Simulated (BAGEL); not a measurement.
# GaHClO (SMILES [O][GaH][Cl]): UHF/STO-3G (density fitting with qzvpp-jkfit)

What is the vertical electron affinity of GaHClO at UHF/STO-3G (density fitting with qzvpp-jkfit)? 

The calculation is run with BAGEL 1.2.2.

5 further runs of the same task are left out: 4 that didn't finish, 1 set aside as unsound or not needed. Runs told in other sessions of the task aren't counted.

**1. The system as given**

The species is GaHClO (4 atoms), meant as a doublet with charge 0. As SMILES, `[O][GaH][Cl]`. The shape is that of a PBE0-D4/def2-TZVP optimisation.

Bond lengths: O1–Ga2 1.796 Å, Ga2–Cl3 2.128 Å, Ga2–H4 1.543 Å. Angles: O1–Ga2–Cl3 112.7°, O1–Ga2–H4 122.7°, Cl3–Ga2–H4 124.6°.

**2. The energy at UHF/STO-3G (density fitting with qzvpp-jkfit)**

The input, input.json:

```json
{ "bagel" : [

{
  "title" : "molecule",
  "basis" : "sto-3g",
  "df_basis" : "qzvpp-jkfit",
  "angstrom" : true,
  "geometry" : [
    { "atom" : "O", "xyz" : [   -1.739800,   -0.117700,   -0.212200 ] },
    { "atom" : "Ga", "xyz" : [    0.030900,    0.144300,   -0.061200 ] },
    { "atom" : "Cl", "xyz" : [    1.050700,   -1.557300,    0.708800 ] },
    { "atom" : "H", "xyz" : [    0.713700,    1.470500,   -0.455700 ] }
  ]
},
{
  "title" : "uhf",
  "nopen" : 1
},
{
  "title" : "print",
  "file" : "orbitals.molden",
  "orbitals" : true
}

]}
```

The run is started by

```
$ BAGEL_NUM_THREADS=1 BAGEL input.json > input.out
```

What it wrote:

```text
* using 1 threads per process

  ===============================================================
  ===============================================================

  *** Geometry ***

  { "atom" : "O", "xyz" : [     -3.287746,     -0.222421,     -0.401000 ] },
  { "atom" : "Ga", "xyz" : [      0.058393,      0.272687,     -0.115651 ] },
  { "atom" : "Cl", "xyz" : [      1.985535,     -2.942870,      1.339438 ] },
  { "atom" : "H", "xyz" : [      1.348698,      2.778842,     -0.861148 ] },

  Number of auxiliary basis functions:      489

  Since a DF basis is specified, we compute 2- and 3-index integrals:
    o Being stored without compression. Storage requirement is 0.004 GB

  Number of basis functions:       33
  Number of electrons      :       57

    * METHOD: MOLECULE                             0.18

  *** Open-shell HF ***

  === Nuclear Repulsion ===
   240.9364549103

      * DIIS with orbital gradients will be used.

  === UHF iteration (sto-3g) ===
      0      -2429.38844217          0.06799625           0.07
      1      -2427.65443031          0.15644382           0.06
      2      -2427.19806558          0.15734919           0.06
      3      -2429.79929391          0.02727248           0.06
      4      -2429.89505262          0.00936934           0.07
      5      -2429.91961878          0.00616899           0.07
      6      -2429.93442257          0.00187367           0.07
      7      -2429.93636158          0.00120081           0.06
      8      -2429.93722066          0.00080454           0.06
      9      -2429.93738553          0.00039615           0.06
     10      -2429.93751452          0.00026009           0.06
     11      -2429.93758588          0.00008577           0.06
     12      -2429.93759220          0.00004216           0.07
     13      -2429.93759436          0.00001304           0.07
     14      -2429.93759462          0.00000623           0.07
     15      -2429.93759470          0.00000303           0.06
     16      -2429.93759472          0.00000139           0.07
     17      -2429.93759473          0.00000067           0.07
     18      -2429.93759473          0.00000037           0.06
     19      -2429.93759473          0.00000020           0.07
     20      -2429.93759473          0.00000012           0.07
     21      -2429.93759473          0.00000006           0.07
     22      -2429.93759473          0.00000004           0.07
     23      -2429.93759473          0.00000002           0.07
     24      -2429.93759473          0.00000001           0.07
     25      -2429.93759473          0.00000001           0.07
     26      -2429.93759473          0.00000001           0.07
    * SCF iteration converged.

    * S^2 (UHF) is 0.7690

    * Permanent dipole moment:
           (    0.134218,    -0.851138,     0.332252) a.u.

    * METHOD: UHF                                  1.90

    * METHOD: PRINT                                0.00

  ===============================================================
```

Wall time 2.2 s (1 thread of Arm Neoverse V1, shared host); peak memory 0.082 GiB.

**3. The singlet anion**

The input, job.json:

```json
{ "bagel" : [

{
  "title" : "molecule",
  "basis" : "sto-3g",
  "df_basis" : "qzvpp-jkfit",
  "angstrom" : true,
  "geometry" : [
    { "atom" : "O", "xyz" : [      -1.739800,      -0.117700,      -0.212200 ] },
    { "atom" : "Ga", "xyz" : [       0.030900,       0.144300,      -0.061200 ] },
    { "atom" : "Cl", "xyz" : [       1.050700,      -1.557300,       0.708800 ] },
    { "atom" : "H", "xyz" : [       0.713700,       1.470500,      -0.455700 ] }
  ]
},

{ "title" : "hf", "charge" : -1 },

{ "title" : "print", "file" : "orbitals.molden", "orbitals" : true }

]}
```

The run is started by

```
$ BAGEL_NUM_THREADS=1 BAGEL job.json > job.out
```

What it wrote:

```text
* using 1 threads per process

  ===============================================================
  ===============================================================

  *** Geometry ***

  { "atom" : "O", "xyz" : [     -3.287746,     -0.222421,     -0.401000 ] },
  { "atom" : "Ga", "xyz" : [      0.058393,      0.272687,     -0.115651 ] },
  { "atom" : "Cl", "xyz" : [      1.985535,     -2.942870,      1.339438 ] },
  { "atom" : "H", "xyz" : [      1.348698,      2.778842,     -0.861148 ] },

  Number of auxiliary basis functions:      489

  Since a DF basis is specified, we compute 2- and 3-index integrals:
    o Being stored without compression. Storage requirement is 0.004 GB

  Number of basis functions:       33
  Number of electrons      :       57

    * METHOD: MOLECULE                             0.18

  *** RHF ***

  === Nuclear Repulsion ===
   240.9364549103

      * DIIS with orbital gradients will be used.

  === RHF iteration (sto-3g) ===
      0      -2429.47661500          0.02352536           0.04
      1      -2429.06441830          0.05118372           0.03
      2      -2429.76616225          0.00296881           0.03
      3      -2429.77223424          0.00078165           0.03
      4      -2429.77300167          0.00034111           0.03
      5      -2429.77318619          0.00020924           0.03
      6      -2429.77325664          0.00008218           0.03
      7      -2429.77327304          0.00002336           0.03
      8      -2429.77327419          0.00000743           0.03
      9      -2429.77327429          0.00000342           0.03
     10      -2429.77327431          0.00000133           0.03
     11      -2429.77327431          0.00000074           0.03
     12      -2429.77327431          0.00000034           0.03
     13      -2429.77327432          0.00000014           0.03
     14      -2429.77327432          0.00000007           0.03
     15      -2429.77327432          0.00000002           0.03
     16      -2429.77327432          0.00000001           0.03
    * SCF iteration converged.

    * Permanent dipole moment:
           (   -0.680964,    -0.318157,     0.022169) a.u.

    * METHOD: HF                                   0.70

    * METHOD: PRINT                                0.00

  ===============================================================
```

Run time: 1.1 s. Hardware: 1 thread of Arm Neoverse V1, shared host; peak memory 0.082 GiB.

**4. Summary of results**

Level: UHF/STO-3G (density fitting with qzvpp-jkfit).

| quantity | value |
| --- | --- |
| doublet GaHClO: total energy | -2429.93759 Eh |
| doublet GaHClO: dipole moment | 2.35 D |
| doublet GaHClO: ⟨S²⟩ | 0.769 |
| singlet anion: total energy | -2429.77327 Eh |
| singlet anion: HOMO energy | 1.11 eV |
| singlet anion: LUMO energy | 12.98 eV |
| singlet anion: HOMO–LUMO gap (to an unbound level, set by the basis) | 11.87 eV |
| vertical electron affinity (to the singlet anion) | -4.471 eV |

**Reading.** The anion lies 4.47 eV (431 kJ/mol) above the neutral: the electron isn't bound at this level, and such a value depends on the basis. Without diffuse functions anions come out too high. Hartree–Fock misses the correlation that binds many anions. In a minimal basis such a difference can be off by several eV, whatever the method. The HOMO (singlet anion) lies at positive energy, 1.11 eV: the electron is unbound at this level or held by a compact basis; values depend on the basis.
